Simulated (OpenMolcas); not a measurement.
# A workflow on triplet H2

Wanted: a series of 9 runs (ROHF/3-21G, CASSCF(2,2)/3-21G, CASPT2(2,2)/3-21G, CASPT2[IPEA 0](2,2)/3-21G, SC-NEVPT2(2,2)/3-21G, PC-NEVPT2(2,2)/3-21G, MC-PDFT[tPBE](2,2)/3-21G, MRCI(2,2)/3-21G, and more) of triplet H2. 

The calculation is run with OpenMolcas 26.06.

## (1) The molecule

H2 has 2 atoms, charge 0, and is taken as a triplet. As SMILES of the parent species, `[H][H]`. The shape is that of a PBE0-D4/def2-TZVP optimisation. That shape belongs to the parent species and isn't relaxed for this state.

Bond lengths: H1–H2 0.746 Å.

## (2) The energy at ROHF/3-21G (run 1)

The input, struct.xyz:

```xyz
2

H      0.319300    -0.099200     0.165500
H     -0.319300     0.099200    -0.165500
```

The input, step1.inp:

```
* H2 Hartree-Fock

&GATEWAY
 BASLIB = $CurrDir
 COORD = struct.xyz
 BASIS = 3-21G
 GROUP = NoSym

&SEWARD

&SCF
 UHF
 SPIN = 3
 PRORBITALS = 1 1

&RASSCF
 FILEORB = $Project.UnaOrb
 SPIN = 3
 NACTEL = 2 0 0
 INACTIVE = 0
 RAS2 = 2
 OUTORBITALS = Canonical
 ORBLISTING = Nothing
```

The basis set 3-21G is read from a file made from the Basis Set Exchange's data (not shown).

Launch:

```console
$ export MOLCAS_MEM=1860
$ pymolcas step1.inp > step1.log
```

Log:

```text
--- Start Module: gateway ---
[...]
--- Stop Module: gateway /rc=_RC_ALL_IS_WELL_ ---
[...]
      Basis functions            4
[...]
--- Start Module: scf ---
[...]
       Convergence after   9 Iterations
[...]
::    Total SCF energy                                 -0.7514152289
[...]
      Total spin, S                                     1.0000000000
[...]
--- Stop Module: scf /rc=_RC_ALL_IS_WELL_ ---
--- Start Module: rasscf ---
[...]
      Number of active orbitals                  2
[...]
      Spin quantum number                      1.0
[...]
      Active orbitals                            2
[...]
      Number of CSFs                             1
[...]
      Number of root(s) required                 1
[...]
      Convergence after  4 iterations
[...]
      printout of CI-coefficients larger than  0.05 for root  1
      energy=      -0.751415
      conf/sym  11     Coeff  Weight
             1  uu   1.00000 1.00000
      Natural orbitals and occupation numbers for root  1
      sym 1:   1.000000   1.000000
      ************************************************************************************************************************
      *                                                    Final results                                                     *
[...]
::    RASSCF root number  1 Total energy:     -0.75141523
[...]
      Total electronic charge=    2.000000
      Total            charge=   -0.000000
[...]
      Dipole Moment (debye):
      Origin of the operator (angstrom)=    0.0000    0.0000    0.0000
                   X= -2.9686E-13               Y=  9.1994E-14               Z= -1.5379E-13           Total=  3.4676E-13
      Quadrupole Moment (debye*angstrom):
[...]
--- Stop Module: rasscf /rc=_RC_ALL_IS_WELL_ ---
[...]
```

Run time: 2.8 s. Hardware: 1 thread of Intel Xeon Platinum 8259CL at 2.50GHz (Skylake/Cascade Lake), shared host; peak memory 0.37 GiB.

## (3) A single-point energy at CASSCF(2,2)/3-21G (run 2)

struct.xyz is that of step 2.

The input, step2.inp:

```
* H2 CASSCF
>>> EXPORT MOLCAS_PRINT=2

&GATEWAY
  BasLib = $CurrDir
  Coord = struct.xyz
  Basis = 3-21G
  Group = NoSym

&SEWARD

&RASSCF
  FileOrb = $CurrDir/step1.RasOrb
  Spin = 3
  Nactel = 2 0 0
  Inactive = 0
  Ras2 = 2
  OrbListing = Nothing
```

The basis set 3-21G is read from a file made from the Basis Set Exchange's data (not shown).

Launch:

```console
$ export MOLCAS_MEM=1860
$ pymolcas step2.inp > step2.log
```

Log:

```text
--- Start Module: gateway ---
[...]
--- Stop Module: gateway /rc=_RC_ALL_IS_WELL_ ---
--- Start Module: seward ---
[...]
      Basis functions            4
--- Stop Module: seward /rc=_RC_ALL_IS_WELL_ ---
--- Start Module: rasscf ---
[...]
      Number of active orbitals                  2
[...]
      Spin quantum number                      1.0
[...]
      Active orbitals                            2
[...]
      Number of CSFs                             1
[...]
      Number of root(s) required                 1
[...]
      Convergence after  4 iterations
[...]
      printout of CI-coefficients larger than  0.05 for root  1
      energy=      -0.751415
      conf/sym  11     Coeff  Weight
             1  uu   1.00000 1.00000
      Natural orbitals and occupation numbers for root  1
      sym 1:   1.000000   1.000000
      ************************************************************************************************************************
      *                                                    Final results                                                     *
[...]
::    RASSCF root number  1 Total energy:     -0.75141523
[...]
      Total electronic charge=    2.000000
      Total            charge=   -0.000000
[...]
      Dipole Moment (debye):
      Origin of the operator (angstrom)=    0.0000    0.0000    0.0000
                   X= -2.8614E-13               Y=  8.8608E-14               Z= -1.4787E-13           Total=  3.3406E-13
      Quadrupole Moment (debye*angstrom):
[...]
--- Stop Module: rasscf /rc=_RC_ALL_IS_WELL_ ---
[...]
```

Wall time 2.1 s (1 thread of Intel Xeon Platinum 8259CL at 2.50GHz (Skylake/Cascade Lake), shared host); peak memory 0.37 GiB.

Runs 3 to 7 aren't shown in full; the table further down has their settings and results.

## (4) A single-point energy at MRCI(2,2)/3-21G (run 8)

struct.xyz is that of step 3.

The input, step8.inp:

```
* H2 MRCI

&gateway
 baslib
 $CurrDir
 coord
 struct.xyz
 basis
 3-21G
 group
 NoSym

&seward

&rasscf
 fileorb
 $CurrDir/step2.RasOrb
 spin
 3
 nactel
 2 0 0
 inactive
 0
 ras2
 2
 orblisting
 Nothing

&motra
 lumorb
 frozen
 0

&guga
 electrons
 2
 spin
 3
 inactive
 0
 active
 2
 ciall
 1

&mrci
 sdci
```

The basis set 3-21G is read from a file made from the Basis Set Exchange's data (not shown).

Launch:

```console
$ export MOLCAS_MEM=1860
$ pymolcas step8.inp > step8.log
```

Log:

```text
--- Start Module: gateway ---
[...]
--- Stop Module: gateway /rc=_RC_ALL_IS_WELL_ ---
[...]
      Basis functions            4
[...]
      Number of active orbitals                  2
[...]
      Spin quantum number                      1.0
[...]
      Active orbitals                            2
[...]
      Number of CSFs                             1
[...]
      Number of root(s) required                 1
[...]
      Convergence after  4 iterations
[...]
      printout of CI-coefficients larger than  0.05 for root  1
      energy=      -0.751415
      conf/sym  11     Coeff  Weight
             1  uu   1.00000 1.00000
      Natural orbitals and occupation numbers for root  1
      sym 1:   1.000000   1.000000
      ************************************************************************************************************************
      *                                                    Final results                                                     *
[...]
::    RASSCF root number  1 Total energy:     -0.75141523
[...]
      Dipole Moment (debye):
      Origin of the operator (angstrom)=    0.0000    0.0000    0.0000
                   X= -2.9574E-13               Y=  9.2135E-14               Z= -1.5379E-13           Total=  3.4583E-13
      Quadrupole Moment (debye*angstrom):
[...]
--- Start Module: guga ---
[...]
--- Stop Module: guga /rc=_RC_ALL_IS_WELL_ ---
--- Start Module: mrci ---
[...]
       (But an ACPF correction will be computed)
       USE THE DEFAULT ACPF G-VALUE GFAC=   1.0000000000000000
[...]
                      CI ENERGY:    -0.75265919
[...]
                ACPF CORRECTION:    -0.00000000
[...]
      Total electronic charge=    2.000000
      Total            charge=   -0.000000
[...]
     ACPF CORRECTION:     -0.00000000
[...]
  CI State   1     Total energy:     -0.75265919     QDav:     -0.00000072     QACPF:     -0.00000000
[...]
```

Wall time 2.4 s (1 thread of Intel Xeon Platinum 8259CL at 2.50GHz (Skylake/Cascade Lake), shared host); peak memory 0.37 GiB.

## (5) A single-point energy at MRACPF(2,2)/3-21G (run 9)

struct.xyz is that of step 4.

The input, step9.input:

```
* H2 MR-ACPF

&GATEWAY
 BasLib = $CurrDir
 Coord = struct.xyz
 Basis = 3-21G
 Group = NoSym

&SEWARD

&RASSCF
 FileOrb = $CurrDir/step2.RasOrb
 Spin = 3
 Nactel = 2 0 0
 Inactive = 0
 Ras2 = 2
 OrbListing = Nothing

&MOTRA
 LumOrb
 Frozen = 0

&GUGA
 Electrons = 2
 Spin = 3
 Inactive = 0
 Active = 2
 CIAll = 1

&MRCI
 ACPF
```

The basis set 3-21G is read from a file made from the Basis Set Exchange's data (not shown).

Launch:

```console
$ export MOLCAS_MEM=1860
$ pymolcas step9.input > step9.log
```

Log:

```text
--- Start Module: gateway ---
[...]
--- Stop Module: gateway /rc=_RC_ALL_IS_WELL_ ---
[...]
      Basis functions            4
[...]
      Number of active orbitals                  2
[...]
      Spin quantum number                      1.0
[...]
      Active orbitals                            2
[...]
      Number of CSFs                             1
[...]
      Number of root(s) required                 1
[...]
      Convergence after  4 iterations
[...]
      printout of CI-coefficients larger than  0.05 for root  1
      energy=      -0.751415
      conf/sym  11     Coeff  Weight
             1  uu   1.00000 1.00000
      Natural orbitals and occupation numbers for root  1
      sym 1:   1.000000   1.000000
      ************************************************************************************************************************
      *                                                    Final results                                                     *
[...]
::    RASSCF root number  1 Total energy:     -0.75141523
[...]
      Dipole Moment (debye):
      Origin of the operator (angstrom)=    0.0000    0.0000    0.0000
                   X= -2.9574E-13               Y=  9.2135E-14               Z= -1.5379E-13           Total=  3.4583E-13
      Quadrupole Moment (debye*angstrom):
[...]
--- Start Module: guga ---
[...]
--- Stop Module: guga /rc=_RC_ALL_IS_WELL_ ---
--- Start Module: mrci ---
[...]
       USE THE DEFAULT ACPF G-VALUE GFAC=   1.0000000000000000
[...]
    MR ACPF CALCULATION.
[...]
            REFERENCE CI ENERGY:    -0.75141523
[...]
        ACPF CORRELATION ENERGY:    -0.00124396
                    ACPF ENERGY:    -0.75265919
[...]
      Total electronic charge=    2.000000
      Total            charge=   -0.000000
[...]
  ACPF State   1     Total energy:     -0.75265919
[...]
--- Stop Module: mrci /rc=_RC_ALL_IS_WELL_ ---
[...]
```

Wall time 2.4 s (1 thread of Intel Xeon Platinum 8259CL at 2.50GHz (Skylake/Cascade Lake), shared host); peak memory 0.37 GiB.

## (6) All runs side by side

```tsv
run	level	active rule	inactive	energy (Eh)	dipole moment (D) of the reference	wall time
1	ROHF/3-21G	–	–	-0.751415	0.00	2.8 s
2	CASSCF(2,2)/3-21G	full valence	0	-0.751415	0.00	2.1 s
3	CASPT2(2,2)/3-21G	full valence	0	-0.752357	0.00	2.3 s
4	CASPT2[IPEA 0](2,2)/3-21G	full valence	0	-0.752448	0.00	2.2 s
5	SC-NEVPT2(2,2)/3-21G	full valence	0	crashed	–	2.3 s
6	PC-NEVPT2(2,2)/3-21G	full valence	0	crashed	–	2.2 s
7	MC-PDFT[tPBE](2,2)/3-21G	full valence	0	-0.758546	0.00	2.4 s
8	MRCI(2,2)/3-21G	full valence	0	-0.752659	0.00	2.4 s
9	MRACPF(2,2)/3-21G	full valence	0	-0.752659	0.00	2.4 s
```

## (7) Results

| quantity | value |
| --- | --- |
| run 9, MRACPF(2,2)/3-21G: total energy | -0.75266 Eh |
| run 9, MRACPF(2,2)/3-21G: dipole moment (CASSCF density) | 0.00 D |

**Reading.** Below the ROHF energy at the same shape and in the same basis (3-21G): CASSCF(2,2) +0.0 mEh; CASPT2(2,2) -0.9 mEh; CASPT2[IPEA 0](2,2) -1.0 mEh; MRCI(2,2) -1.2 mEh. Active-space methods hold only the correlation inside their space unless a perturbation or CI step follows. All runs together took 21 s, the longest 2.8 s. 2 of the 9 runs did not end normally.
